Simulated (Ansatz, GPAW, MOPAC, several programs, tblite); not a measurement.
# SiSeS (a single layer) from cheap methods to r2SCAN

Aim: run SiSeS as a single layer in vacuum through methods of unlike cost and see what each gets, and at what price.

Method: no spin polarisation, static lattice; gaps from single points on the cell relaxed beforehand with r²SCAN, in MOPAC, tblite, GPAW, Ansatz (versions at each run).

## Step 1: The structure to begin with

The structure is trigonal, space group P3m1 (No. 156). Conventional cell: a = 3.335 Å, b = 3.335 Å, c = 29.572 Å, α = 90.00°, β = 90.00°, γ = 120.00°. Around Si (site symmetry 3m) lie 3 S at 2.40 Å and 3 Se at 2.49 Å. S (site symmetry 3m) is surrounded by 3 Si at 2.40 Å. Se (site symmetry 3m) has 3 Si at 2.49 Å as nearest neighbours.

Structure file:

```cif
data_structure
_symmetry_space_group_name_H-M 'P 1'
_symmetry_Int_Tables_number 1
_cell_length_a 3.3347
_cell_length_b 3.3347
_cell_length_c 29.5720
_cell_angle_alpha 90.000
_cell_angle_beta 90.000
_cell_angle_gamma 120.000
_cell_volume 284.78
loop_
_atom_site_label
_atom_site_type_symbol
_atom_site_fract_x
_atom_site_fract_y
_atom_site_fract_z
_atom_site_occupancy
Si1 Si 0.33333 0.66667 0.30611 1
S1 S 0.66667 0.33333 0.35441 1
Se1 Se 0.66667 0.33333 0.25250 1
```

The cell holds a single layer (2H monolayer (Janus)) with vacuum along c; the form is built, and need not be the compound's stable one.

**Question.** The methods are PM6, PM7, GFN1-xTB (tblite), GFN2-xTB (tblite), PBE/single-zeta, coarse PBE, PBE, r2SCAN. What gap does r2SCAN give on this cell, and which other methods (full PBE left aside) come nearest to r2SCAN and farthest in gap?

| quantity | value |
| --- | --- |
| r2SCAN | no gap |
| gap: nearest and farthest of the other methods | PBE/single-zeta, coarse PBE (about 0.00 eV off); PM7 (+4.16 eV) |

In words: For the gap (full PBE left aside), PBE/single-zeta, coarse PBE tie for nearest to r2SCAN; PM7 is farthest. A minimal basis or a coarse cutoff and mesh shifts results by its own error, so closeness to r2SCAN can be chance. Cluster runs see only the k-points that fold onto the zone centre, so their gaps can miss the band edges. Overlaps count as a gap of zero in the misses; they are PBE/single-zeta -0.29, coarse PBE -0.47, PBE -0.48, r2SCAN -0.28 eV. CPU times run from 1 s (GFN1-xTB (tblite)) to 33 s (r2SCAN). PM6, PM7, GFN1-xTB (tblite), GFN2-xTB (tblite) disagree with r2SCAN even on whether there is a gap. Semilocal functionals can close a small real gap, so r2SCAN's «no gap» may be its own error. r2SCAN is a yardstick, not the truth.
